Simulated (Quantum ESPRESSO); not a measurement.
# Ti3Se (P-6m2) in Quantum ESPRESSO: reference runs, part 2 of 2

Quantum ESPRESSO 7.5. Earlier steps stand in the parts before.

## Step 3: Single point, PBE (atoms moved at random, drawn with an rms of 0.05 Å)

pw.in reads:

```
&CONTROL
  calculation = 'scf'
  prefix = 'pwscf'
  outdir = './tmp'
  pseudo_dir = './pseudo'
  tprnfor = .true.
  tstress = .true.
  disk_io = 'nowf'
/
&SYSTEM
  ibrav = 0
  nat = 4
  ntyp = 2
  ecutwfc = 55
  ecutrho = 440
  nbnd = 30
  occupations = 'smearing'
  smearing = 'fd'
  degauss = 0.00367493
/
&ELECTRONS
  conv_thr = 8d-10
  electron_maxstep = 120
  mixing_beta = 0.5
/
ATOMIC_SPECIES
Se    78.9710 Se_pbe_v1.uspp.F.UPF
Ti    47.8670 ti_pbe_v1.4.uspp.F.UPF
CELL_PARAMETERS angstrom
   3.1974455988    0.0000000000    0.0000000000
  -1.5987227994    2.7690691158    0.0000000000
   0.0000000000    0.0000000000    7.9427450000
ATOMIC_POSITIONS crystal
Se    -0.0011540000    0.0064750000    0.0036350000
Ti     0.6486990000    0.3355620000    0.4964740000
Ti     0.3398740000    0.6827770000    0.7784920000
Ti     0.3302270000    0.6752620000    0.2237280000
K_POINTS automatic
10 10 4 0 0 0
```

Potentials or basis: SSSP 1.3 efficiency PBE.

Run with:

```console
$ OMP_NUM_THREADS=1 mpirun -n 2 pw.x -nk 2 -in pw.in > pw.out
```

pw.out:

```text
This program is part of the open-source Quantum ESPRESSO suite
     for quantum simulation of materials; please cite
         "P. Giannozzi et al., J. Phys.:Condens. Matter 21 395502 (2009);
         "P. Giannozzi et al., J. Phys.:Condens. Matter 29 465901 (2017);
         "P. Giannozzi et al., J. Chem. Phys. 152 154105 (2020);
     in publications or presentations arising from this work. More details at

     K-points division:     npool     =       2
     Subspace diagonalization in iterative solution of the eigenvalue problem:
     a serial algorithm will be used

     G-vector sticks info
     --------------------
     sticks:   dense  smooth     PW     G-vecs:    dense   smooth      PW
     Sum        1111     559    163                73811    26225    4245

     Using Slab Decomposition

     bravais-lattice index     =            0
     lattice parameter (alat)  =       6.0423  a.u.
     unit-cell volume          =     474.5743 (a.u.)^3
     number of atoms/cell      =            4
     number of atomic types    =            2
     number of electrons       =        42.00
     number of Kohn-Sham states=           30
     kinetic-energy cutoff     =      55.0000  Ry
     charge density cutoff     =     440.0000  Ry
     scf convergence threshold =      8.0E-10
     mixing beta               =       0.5000
     number of iterations used =            8  plain     mixing
     Exchange-correlation=  SLA  PW   PBX  PBC
                           (   1   4   3   4   0   0   0)
[... 67 lines left out ...]

     starting charge      38.9998, renormalised to      42.0000

     negative rho (up, down):  4.156E-03 0.000E+00
     Starting wfcs are   34 randomized atomic wfcs

     Self-consistent Calculation

     iteration #  1     ecut=    55.00 Ry     beta= 0.50
     Davidson diagonalization with overlap
     ethr =  1.00E-02,  avg # of iterations =  3.3

     negative rho (up, down):  4.193E-03 0.000E+00
[... 118 lines left out ...]
     total energy              =    -401.49130704 Ry
     estimated scf accuracy    <       0.00269652 Ry

     iteration # 15     ecut=    55.00 Ry     beta= 0.50
     Davidson diagonalization with overlap
     c_bands:  1 eigenvalues not converged
     c_bands:  1 eigenvalues not converged
     ethr =  6.42E-06,  avg # of iterations =  8.5

     negative rho (up, down):  2.166E-03 0.000E+00

     total energy              =    -401.49144347 Ry
     estimated scf accuracy    <       0.00462762 Ry
[... 91 lines left out ...]
     iteration # 26     ecut=    55.00 Ry     beta= 0.50
     Davidson diagonalization with overlap
     ethr =  9.27E-12,  avg # of iterations =  2.6

     negative rho (up, down):  2.209E-03 0.000E+00

     End of self-consistent calculation

     Number of k-points >= 100: set verbosity='high' to print the bands.

     the Fermi energy is    12.6259 ev

!    total energy              =    -401.49115022 Ry
     estimated scf accuracy    <          1.8E-10 Ry
     smearing contrib. (-TS)   =      -0.00182632 Ry
     internal energy E=F+TS    =    -401.48932391 Ry

     The total energy is F=E-TS. E is the sum of the following terms:
     one-electron contribution =    -132.58558389 Ry
     hartree contribution      =      81.24981540 Ry
     xc contribution           =     -83.96019214 Ry
     ewald contribution        =    -266.19336327 Ry

     convergence has been achieved in  26 iterations

     negative rho (up, down):  2.209E-03 0.000E+00

     Forces acting on atoms (cartesian axes, Ry/au):

     atom    1 type  1   force =    -0.00001366    0.00474835   -0.01003093
     atom    2 type  2   force =     0.00395604    0.00241264    0.01235357
     atom    3 type  2   force =    -0.00417345   -0.00585772   -0.01801877
     atom    4 type  2   force =     0.00023107   -0.00130327    0.01569614

     Total force =     0.030361     Total SCF correction =     0.000022

     Computing stress (Cartesian axis) and pressure

     negative rho (up, down):  2.209E-03 0.000E+00
          total   stress  (Ry/bohr**3)                   (kbar)     P=        7.41
   0.00003279  -0.00003091   0.00001537            4.82       -4.55        2.26
  -0.00003091   0.00004342   0.00001327           -4.55        6.39        1.95
   0.00001537   0.00001327   0.00007486            2.26        1.95       11.01

=------------------------------------------------------------------------------=
   JOB DONE.
=------------------------------------------------------------------------------=
```

Wall time 6.1 min (2 MPI ranks of Arm Neoverse V2, shared host); peak memory 0.68 GiB.

Results:

```yaml
Free_energy: -5462.5654 eV
Pressure: 0.7 GPa
Largest_force: 0.499 eV/Å
Band_gap_on_the_k_mesh: none (metal or under the smearing width)
```

Forces on the atoms (eV/Å):
```
Se   0.000  0.122 -0.258
Ti   0.102  0.062  0.318
Ti  -0.107 -0.151 -0.463
Ti   0.006 -0.034  0.404
```

Stress tensor (GPa, compression positive):
```
 0.48 -0.45  0.23
-0.45  0.64  0.20
 0.23  0.20  1.10
```
